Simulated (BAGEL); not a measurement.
**A workflow on C2H6Cl2Si (SMILES C[Si](C)(Cl)Cl)**

Aim: a series of 15 runs (PBE0/6-31G*, RI-MP2/6-31G*) of C2H6Cl2Si. 

The results are computed with BAGEL 1.2.2.

1 further run of the same task is left out (set aside as unsound or not needed).

### 1 The structure to begin with

The species is C2H6Cl2Si (11 atoms), meant as a singlet with charge 0. SMILES: `C[Si](C)(Cl)Cl`. One bond was lengthened or shortened from a relaxed shape.

Bond lengths: C1–Si2 1.851 Å, Si2–C3 1.573 Å, Si2–Cl4 2.058 Å, Si2–Cl5 2.058 Å, C1–H6 1.093 Å, C1–H7 1.091 Å, C1–H8 1.093 Å, C3–H9 1.093 Å, C3–H10 1.091 Å, C3–H11 1.093 Å. Some angles: C1–Si2–C3 114.5°, C1–Si2–Cl4 108.6°, C1–Si2–Cl5 108.6°, C3–Si2–Cl4 108.6°, C3–Si2–Cl5 108.6°, Cl4–Si2–Cl5 107.7°, Si2–C1–H6 110.3°, Si2–C1–H7 110.5°, Si2–C1–H8 110.3°, Si2–C3–H9 110.3°.

### 2 The energy at PBE0/6-31G(d) (density fitting with svp-jkfit, spherical functions) (run 1)

input.json

```json
{ "bagel" : [

{
  "title" : "molecule",
  "basis" : "6-31gs.json",
  "df_basis" : "svp-jkfit",
  "angstrom" : "true",
  "geometry" : [
    { "atom" : "C", "xyz" : [      -1.270117,       0.087179,       0.641586 ] },
    { "atom" : "Si", "xyz" : [       0.254103,       0.227629,      -0.398434 ] },
    { "atom" : "C", "xyz" : [       1.413930,      -0.753620,       0.009340 ] },
    { "atom" : "Cl", "xyz" : [      -0.253167,      -0.133591,      -2.360084 ] },
    { "atom" : "Cl", "xyz" : [       0.955063,       2.159069,      -0.279714 ] },
    { "atom" : "H", "xyz" : [      -1.036217,       0.302929,       1.686946 ] },
    { "atom" : "H", "xyz" : [      -2.030297,       0.793699,       0.303806 ] },
    { "atom" : "H", "xyz" : [      -1.681657,      -0.922921,       0.575466 ] },
    { "atom" : "H", "xyz" : [       1.724400,      -0.565080,       1.039920 ] },
    { "atom" : "H", "xyz" : [       2.278000,      -0.616910,      -0.643230 ] },
    { "atom" : "H", "xyz" : [       1.078600,      -1.790430,      -0.071900 ] }
  ]
},

{
  "title" : "ks",
  "xc_func" : "pbe0"
},

{
  "title" : "print",
  "file" : "orbitals.molden",
  "orbitals" : "true"
}

]}
```

The basis set 6-31G* is read from a file made from the Basis Set Exchange's data (not shown).

Started as:

```
$ BAGEL_NUM_THREADS=1 BAGEL input.json > input.out
```

Standard output:

```text
* using 1 threads per process

  ===============================================================
  ===============================================================

  *** Geometry ***

  { "atom" : "C", "xyz" : [     -2.400173,      0.164744,      1.212422 ] },
  { "atom" : "Si", "xyz" : [      0.480185,      0.430156,     -0.752931 ] },
  { "atom" : "C", "xyz" : [      2.671940,     -1.424135,      0.017650 ] },
  { "atom" : "Cl", "xyz" : [     -0.478416,     -0.252450,     -4.459912 ] },
  { "atom" : "Cl", "xyz" : [      1.804808,      4.080049,     -0.528583 ] },
  { "atom" : "H", "xyz" : [     -1.958166,      0.572453,      3.187866 ] },
  { "atom" : "H", "xyz" : [     -3.836705,      1.499874,      0.574110 ] },
  { "atom" : "H", "xyz" : [     -3.177871,     -1.744068,      1.087473 ] },
  { "atom" : "H", "xyz" : [      3.258644,     -1.067846,      1.965164 ] },
  { "atom" : "H", "xyz" : [      4.304796,     -1.165791,     -1.215529 ] },
  { "atom" : "H", "xyz" : [      2.038259,     -3.383422,     -0.135871 ] },

  Number of auxiliary basis functions:      642

  Since a DF basis is specified, we compute 2- and 3-index integrals:
    o Being stored without compression. Storage requirement is 0.045 GB

  Number of basis functions:       94
  Number of electrons      :       66

    * METHOD: MOLECULE                             0.33

  *** Kohn-Sham DFT ***

    * Removing 23886 points whose weight is below 1.00e-10
    * Grid points: 140080

  === Nuclear Repulsion ===
   374.3154116787

       - DIIS with orbital gradients will be used.

  === KS iteration (pbe0 / 6-31gs.json) ===
      0      -1236.97218233          0.11877119           0.52
      1      -1153.31974228          0.18074367           0.52
      2      -1234.35597732          0.11519909           0.51
      3      -1248.56706374          0.13391900           0.49
      4      -1288.07902012          0.03742194           0.49
      5      -1288.71436438          0.02455650           0.49
      6      -1289.21171509          0.00327544           0.49
      7      -1289.21737308          0.00200683           0.49
      8      -1289.22052321          0.00042062           0.49
      9      -1289.22064387          0.00017904           0.49
     10      -1289.22067023          0.00002347           0.49
     11      -1289.22067065          0.00000665           0.50
     12      -1289.22067068          0.00000167           0.51
     13      -1289.22067068          0.00000031           0.51
     14      -1289.22067068          0.00000004           0.50
     15      -1289.22067068          0.00000003           0.49
     16      -1289.22067068          0.00000001           0.50
    * SCF iteration converged.

    * Permanent dipole moment:
           (   -0.093617,     0.891830,    -0.928464) a.u.

    * METHOD: KS                                   9.22

    * METHOD: PRINT                                0.01

  ===============================================================
```

Wall time 9.9 s (1 thread of AMD EPYC 9R45 (Zen 5), shared host); peak memory 0.66 GiB.

### 3 Bond 3-2 at 1.851 A: a single-point energy at RI-MP2/6-31G(d) (density fitting with svp-jkfit, spherical functions) (run 2)

job.json

```json
{ "bagel": [

{
  "title": "molecule",
  "basis": "6-31gs.json",
  "df_basis": "svp-jkfit",
  "angstrom": "true",
  "geometry": [
    { "atom": "C", "xyz": [      -1.474801,       0.260348,       0.569622 ] },
    { "atom": "Si", "xyz": [       0.049419,       0.400798,      -0.470398 ] },
    { "atom": "C", "xyz": [       1.413930,      -0.753620,       0.009340 ] },
    { "atom": "Cl", "xyz": [      -0.457851,       0.039578,      -2.432048 ] },
    { "atom": "Cl", "xyz": [       0.750379,       2.332238,      -0.351678 ] },
    { "atom": "H", "xyz": [      -1.240901,       0.476098,       1.614982 ] },
    { "atom": "H", "xyz": [      -2.234981,       0.966868,       0.231842 ] },
    { "atom": "H", "xyz": [      -1.886341,      -0.749752,       0.503502 ] },
    { "atom": "H", "xyz": [       1.724400,      -0.565080,       1.039920 ] },
    { "atom": "H", "xyz": [       2.278000,      -0.616910,      -0.643230 ] },
    { "atom": "H", "xyz": [       1.078600,      -1.790430,      -0.071900 ] }
  ]
},

{ "title": "hf" },

{ "title": "mp2", "ncore": 17 }

]}
```

The basis set 6-31G* is read from a file made from the Basis Set Exchange's data (not shown).

Started as:

```
$ BAGEL_NUM_THREADS=1 BAGEL job.json > job.out
```

Standard output:

```text
* using 1 threads per process

  ===============================================================
  ===============================================================

  *** Geometry ***

  { "atom" : "C", "xyz" : [     -2.786970,      0.491986,      1.076430 ] },
  { "atom" : "Si", "xyz" : [      0.093388,      0.757398,     -0.888923 ] },
  { "atom" : "C", "xyz" : [      2.671940,     -1.424135,      0.017650 ] },
  { "atom" : "Cl", "xyz" : [     -0.865213,      0.074792,     -4.595905 ] },
  { "atom" : "Cl", "xyz" : [      1.418011,      4.407291,     -0.664575 ] },
  { "atom" : "H", "xyz" : [     -2.344963,      0.899695,      3.051874 ] },
  { "atom" : "H", "xyz" : [     -4.223502,      1.827116,      0.438118 ] },
  { "atom" : "H", "xyz" : [     -3.564668,     -1.416826,      0.951481 ] },
  { "atom" : "H", "xyz" : [      3.258644,     -1.067846,      1.965164 ] },
  { "atom" : "H", "xyz" : [      4.304796,     -1.165791,     -1.215529 ] },
  { "atom" : "H", "xyz" : [      2.038259,     -3.383422,     -0.135871 ] },

  Number of auxiliary basis functions:      642

  Since a DF basis is specified, we compute 2- and 3-index integrals:
    o Being stored without compression. Storage requirement is 0.045 GB

  Number of basis functions:       94
  Number of electrons      :       66

    * METHOD: MOLECULE                             0.32

  *** RHF ***

  === Nuclear Repulsion ===
   364.6532963306

      * DIIS with orbital gradients will be used.

  === RHF iteration (6-31gs.json) ===
      0      -1287.11537856          0.01126035           0.10
      1      -1287.22542259          0.00420571           0.09
      2      -1287.23963825          0.00098322           0.09
      3      -1287.24067145          0.00013980           0.09
      4      -1287.24069330          0.00003792           0.09
      5      -1287.24069530          0.00000867           0.09
      6      -1287.24069541          0.00000252           0.09
      7      -1287.24069542          0.00000082           0.09
      8      -1287.24069542          0.00000014           0.09
      9      -1287.24069542          0.00000004           0.10
     10      -1287.24069542          0.00000001           0.10
     11      -1287.24069542          0.00000000           0.09
    * SCF iteration converged.

    * Permanent dipole moment:
           (    0.093079,     0.754444,    -0.885471) a.u.

    * METHOD: HF                                   1.33

  *** RHF ***

  === Nuclear Repulsion ===
   364.6532963306

      * DIIS with orbital gradients will be used.

  === RHF iteration (6-31gs.json) ===
      0      -1287.24069542          0.00000000           0.10
    * SCF iteration converged.

    * Permanent dipole moment:
           (    0.093079,     0.754444,    -0.885471) a.u.

  === DF-MP2 calculation ===

    * freezing 17 orbitals
    * 3-index integral transformation done
    * assembly done

      MP2 correlation energy:   -0.5932076388      0.05

      MP2 total energy:       -1287.8339030579

    * METHOD: MP2                                  0.26

  ===============================================================
```

Wall time 2.2 s (1 thread of AMD EPYC 9R45 (Zen 5), shared host); peak memory 0.19 GiB.

Runs 3 to 11 aren't shown in full; the table further down has their settings and results.

### 4 Bond 3-2 at 4.256 A: a single-point energy at RI-MP2/6-31G(d) (density fitting with svp-jkfit, spherical functions) (run 12)

job.json

```json
{ "bagel" : [

{
  "title" : "molecule",
  "basis" : "6-31gs.json",
  "df_basis" : "svp-jkfit",
  "angstrom" : "true",
  "geometry" : [
    { "atom" : "C", "xyz" : [   -3.248607,    1.761042,   -0.054016 ] },
    { "atom" : "Si", "xyz" : [   -1.724387,    1.901492,   -1.094036 ] },
    { "atom" : "C", "xyz" : [    1.413930,   -0.753620,    0.009340 ] },
    { "atom" : "Cl", "xyz" : [   -2.231657,    1.540272,   -3.055686 ] },
    { "atom" : "Cl", "xyz" : [   -1.023427,    3.832932,   -0.975316 ] },
    { "atom" : "H", "xyz" : [   -3.014707,    1.976792,    0.991344 ] },
    { "atom" : "H", "xyz" : [   -4.008787,    2.467562,   -0.391796 ] },
    { "atom" : "H", "xyz" : [   -3.660147,    0.750942,   -0.120136 ] },
    { "atom" : "H", "xyz" : [    1.724400,   -0.565080,    1.039920 ] },
    { "atom" : "H", "xyz" : [    2.278000,   -0.616910,   -0.643230 ] },
    { "atom" : "H", "xyz" : [    1.078600,   -1.790430,   -0.071900 ] }
  ]
},
{ "title" : "hf" },
{ "title" : "mp2", "ncore" : 17 }

]}
```

The basis set 6-31G* is read from a file made from the Basis Set Exchange's data (not shown).

Started as:

```
$ BAGEL_NUM_THREADS=1 BAGEL job.json > job.out
```

Standard output:

```text
* using 1 threads per process

  ===============================================================
  ===============================================================

  *** Geometry ***

  { "atom" : "C", "xyz" : [     -6.138978,      3.327887,     -0.102075 ] },
  { "atom" : "Si", "xyz" : [     -3.258619,      3.593299,     -2.067428 ] },
  { "atom" : "C", "xyz" : [      2.671940,     -1.424135,      0.017650 ] },
  { "atom" : "Cl", "xyz" : [     -4.217221,      2.910692,     -5.774410 ] },
  { "atom" : "Cl", "xyz" : [     -1.933997,      7.243192,     -1.843080 ] },
  { "atom" : "H", "xyz" : [     -5.696971,      3.735595,      1.873369 ] },
  { "atom" : "H", "xyz" : [     -7.575510,      4.663016,     -0.740387 ] },
  { "atom" : "H", "xyz" : [     -6.916675,      1.419075,     -0.227024 ] },
  { "atom" : "H", "xyz" : [      3.258644,     -1.067846,      1.965164 ] },
  { "atom" : "H", "xyz" : [      4.304796,     -1.165791,     -1.215529 ] },
  { "atom" : "H", "xyz" : [      2.038259,     -3.383422,     -0.135871 ] },

  Number of auxiliary basis functions:      642

  Since a DF basis is specified, we compute 2- and 3-index integrals:
    o Being stored without compression. Storage requirement is 0.045 GB

  Number of basis functions:       94
  Number of electrons      :       66

    * METHOD: MOLECULE                             0.31

  *** RHF ***

  === Nuclear Repulsion ===
   322.5195307916

      * DIIS with orbital gradients will be used.

  === RHF iteration (6-31gs.json) ===
      0      -1286.64469093          0.01528616           0.10
      1      -1286.50952907          0.01895920           0.09
      2      -1286.97271788          0.00280038           0.09
      3      -1286.98693636          0.00184816           0.09
      4      -1286.98986893          0.00096541           0.09
      5      -1286.99062448          0.00048438           0.09
      6      -1286.99084182          0.00009214           0.10
      7      -1286.99085042          0.00002569           0.10
      8      -1286.99085137          0.00000746           0.10
      9      -1286.99085145          0.00000184           0.10
     10      -1286.99085146          0.00000028           0.10
     11      -1286.99085146          0.00000011           0.11
     12      -1286.99085146          0.00000003           0.11
     13      -1286.99085146          0.00000001           0.11
    * SCF iteration converged.

    * Permanent dipole moment:
           (    0.050624,     0.806674,    -0.918348) a.u.

    * METHOD: HF                                   1.57

  *** RHF ***

  === Nuclear Repulsion ===
   322.5195307916

      * DIIS with orbital gradients will be used.

  === RHF iteration (6-31gs.json) ===
      0      -1286.99085146          0.00000000           0.10
    * SCF iteration converged.

    * Permanent dipole moment:
           (    0.050623,     0.806675,    -0.918349) a.u.

  === DF-MP2 calculation ===

    * freezing 17 orbitals
    * 3-index integral transformation done
    * assembly done

      MP2 correlation energy:   -0.6491177593      0.04

      MP2 total energy:       -1287.6399692189

    * METHOD: MP2                                  0.26

  ===============================================================
```

Run time: 2.4 s. Hardware: 1 thread of AMD EPYC 9R45 (Zen 5), shared host; peak memory 0.19 GiB.

Runs 13 to 14 aren't shown in full; the table further down has their settings and results.

### 5 Bond 3-2 at 5.182 A: a single-point energy at PBE0/6-31G(d) (density fitting with svp-jkfit, spherical functions) (run 15)

calc.json

```json
{ "bagel": [

{
  "title": "molecule",
  "basis": "6-31gs.json",
  "df_basis": "svp-jkfit",
  "angstrom": "true",
  "geometry": [
    { "atom": "C", "xyz": [   -3.930863,    2.338251,   -0.293884 ] },
    { "atom": "Si", "xyz": [   -2.406643,    2.478701,   -1.333904 ] },
    { "atom": "C", "xyz": [    1.413930,   -0.753620,    0.009340 ] },
    { "atom": "Cl", "xyz": [   -2.913913,    2.117481,   -3.295554 ] },
    { "atom": "Cl", "xyz": [   -1.705683,    4.410141,   -1.215184 ] },
    { "atom": "H", "xyz": [   -3.696963,    2.554001,    0.751476 ] },
    { "atom": "H", "xyz": [   -4.691043,    3.044771,   -0.631664 ] },
    { "atom": "H", "xyz": [   -4.342403,    1.328151,   -0.360004 ] },
    { "atom": "H", "xyz": [    1.724400,   -0.565080,    1.039920 ] },
    { "atom": "H", "xyz": [    2.278000,   -0.616910,   -0.643230 ] },
    { "atom": "H", "xyz": [    1.078600,   -1.790430,   -0.071900 ] }
  ]
},
{ "title": "ks", "xc_func": "pbe0" },
{ "title": "print", "file": "orbitals.molden", "orbitals": "true" }

]}
```

The basis set 6-31G* is read from a file made from the Basis Set Exchange's data (not shown).

Started as:

```
$ BAGEL_NUM_THREADS=1 BAGEL calc.json > calc.out
```

Standard output:

```text
* using 1 threads per process

  ===============================================================
  ===============================================================

  *** Geometry ***

  { "atom" : "C", "xyz" : [     -7.428255,      4.418654,     -0.555360 ] },
  { "atom" : "Si", "xyz" : [     -4.547896,      4.684066,     -2.520713 ] },
  { "atom" : "C", "xyz" : [      2.671940,     -1.424135,      0.017650 ] },
  { "atom" : "Cl", "xyz" : [     -5.506498,      4.001459,     -6.227694 ] },
  { "atom" : "Cl", "xyz" : [     -3.223274,      8.333959,     -2.296365 ] },
  { "atom" : "H", "xyz" : [     -6.986248,      4.826362,      1.420084 ] },
  { "atom" : "H", "xyz" : [     -8.864787,      5.753783,     -1.193672 ] },
  { "atom" : "H", "xyz" : [     -8.205952,      2.509842,     -0.680309 ] },
  { "atom" : "H", "xyz" : [      3.258644,     -1.067846,      1.965164 ] },
  { "atom" : "H", "xyz" : [      4.304796,     -1.165791,     -1.215529 ] },
  { "atom" : "H", "xyz" : [      2.038259,     -3.383422,     -0.135871 ] },

  Number of auxiliary basis functions:      642

  Since a DF basis is specified, we compute 2- and 3-index integrals:
    o Being stored without compression. Storage requirement is 0.045 GB

  Number of basis functions:       94
  Number of electrons      :       66

    * METHOD: MOLECULE                             0.30

  *** Kohn-Sham DFT ***

    * Removing 19470 points whose weight is below 1.00e-10
    * Grid points: 144496

  === Nuclear Repulsion ===
   314.7135149217

       - DIIS with orbital gradients will be used.

  === KS iteration (pbe0 / 6-31gs.json) ===
      0      -1225.78872827          0.10997045           0.52
      1      -1050.78234014          0.13371497           0.51
      2      -1187.32029871          0.10369243           0.53
      3      -1258.56346286          0.09343015           0.52
      4      -1168.35915075          0.06941669           0.52
      5      -1268.04127599          0.05520276           0.52
      6      -1280.80182466          0.02841252           0.51
      7      -1270.48777153          0.06495363           0.50
      8      -1288.48231092          0.01940114           0.50
      9      -1288.70350181          0.01039818           0.51
     10      -1288.71257453          0.01186637           0.53
     11      -1288.70368488          0.01193857           0.52
     12      -1288.61362326          0.01428682           0.52
     13      -1288.75484643          0.00928235           0.54
     14      -1288.75607071          0.01014373           0.53
     15      -1288.79736107          0.00935070           0.51
[... 27 lines of this table left out ...]
     43      -1289.04191814          0.00043453           0.55
     44      -1289.04216252          0.00002607           0.55
     45      -1289.04216327          0.00001015           0.54
     46      -1289.04216340          0.00000038           0.53
     47      -1289.04216340          0.00000039           0.52
     48      -1289.04216340          0.00000004           0.52
     49      -1289.04216340          0.00000001           0.52
     50      -1289.04216340          0.00000001           0.52
    * SCF iteration converged.

    * Permanent dipole moment:
           (    0.362121,     0.512055,    -0.774589) a.u.

    * METHOD: KS                                  27.24

    * METHOD: PRINT                                0.02

  ===============================================================
```

Run time: 28 s. Hardware: 1 thread of AMD EPYC 9R45 (Zen 5), shared host; peak memory 0.68 GiB.

### 6 Overview of the runs

| run | level | frozen core orbitals | partner | energy (Eh) | dipole moment (D) | HOMO energy (eV) | LUMO energy (eV) | wall time |
| --- | --- | --- | --- | --- | --- | --- | --- | --- |
| 1 | PBE0/6-31G* (density fitting with svp-jkfit, spherical functions) | – | bond 3-2 at 1.573 A | -1289.220671 | 3.28 | -8.65 | 1.36 | 9.9 s |
| 2 | RI-MP2/6-31G* (density fitting with svp-jkfit, spherical functions) | 17 | bond 3-2 at 1.851 A | -1287.833903 | – | – | – | 2.2 s |
| 3 | PBE0/6-31G* (density fitting with svp-jkfit, spherical functions) | – | bond 3-2 at 1.851 A | -1289.268511 | 2.87 | -8.60 | 1.10 | 11 s |
| 4 | RI-MP2/6-31G* (density fitting with svp-jkfit, spherical functions) | 17 | bond 3-2 at 2.128 A | -1287.815949 | – | – | – | 2.1 s |
| 5 | PBE0/6-31G* (density fitting with svp-jkfit, spherical functions) | – | bond 3-2 at 2.128 A | -1289.251321 | 2.64 | -8.30 | 0.78 | 11 s |
| 6 | RI-MP2/6-31G* (density fitting with svp-jkfit, spherical functions) | 17 | bond 3-2 at 2.498 A | -1287.767582 | – | – | – | 2.3 s |
| 7 | PBE0/6-31G* (density fitting with svp-jkfit, spherical functions) | – | bond 3-2 at 2.498 A | -1289.204728 | 2.50 | -7.62 | -0.55 | 11 s |
| 8 | RI-MP2/6-31G* (density fitting with svp-jkfit, spherical functions) | 17 | bond 3-2 at 2.961 A | -1287.711603 | – | – | – | 2.3 s |
| 9 | PBE0/6-31G* (density fitting with svp-jkfit, spherical functions) | – | bond 3-2 at 2.961 A | -1289.149758 | 2.46 | -6.83 | -2.10 | 11 s |
| 10 | RI-MP2/6-31G* (density fitting with svp-jkfit, spherical functions) | 17 | bond 3-2 at 3.516 A | -1287.666207 | – | – | – | 2.4 s |
| 11 | PBE0/6-31G* (density fitting with svp-jkfit, spherical functions) | – | bond 3-2 at 3.516 A | -1289.102202 | 2.46 | -6.16 | -3.19 | 14 s |
| 12 | RI-MP2/6-31G* (density fitting with svp-jkfit, spherical functions) | 17 | bond 3-2 at 4.256 A | -1287.639969 | – | – | – | 2.4 s |
| 13 | PBE0/6-31G* (density fitting with svp-jkfit, spherical functions) | – | bond 3-2 at 4.256 A | -1289.064609 | 2.49 | -5.67 | -3.94 | 17 s |
| 14 | RI-MP2/6-31G* (density fitting with svp-jkfit, spherical functions) | 17 | bond 3-2 at 5.182 A | -1287.648595 | – | – | – | 2.4 s |
| 15 | PBE0/6-31G* (density fitting with svp-jkfit, spherical functions) | – | bond 3-2 at 5.182 A | -1289.042163 | 2.53 | -5.33 | -4.32 | 28 s |

### 7 What came out

```
                                  quantity           value
 bond 3-2 at 5.182 A, run 15: total energy  -1289.04216 Eh
bond 3-2 at 5.182 A, run 15: dipole moment          2.53 D
  bond 3-2 at 5.182 A, run 15: HOMO energy        -5.33 eV
  bond 3-2 at 5.182 A, run 15: LUMO energy        -4.32 eV
bond 3-2 at 5.182 A, run 15: HOMO–LUMO gap         1.02 eV
```

In words: In runs 10, 11, 12, 13, 14, 15 a closed-shell determinant meets a far-stretched bond, which it describes badly. All runs together took 2.2 min, the longest 28 s.
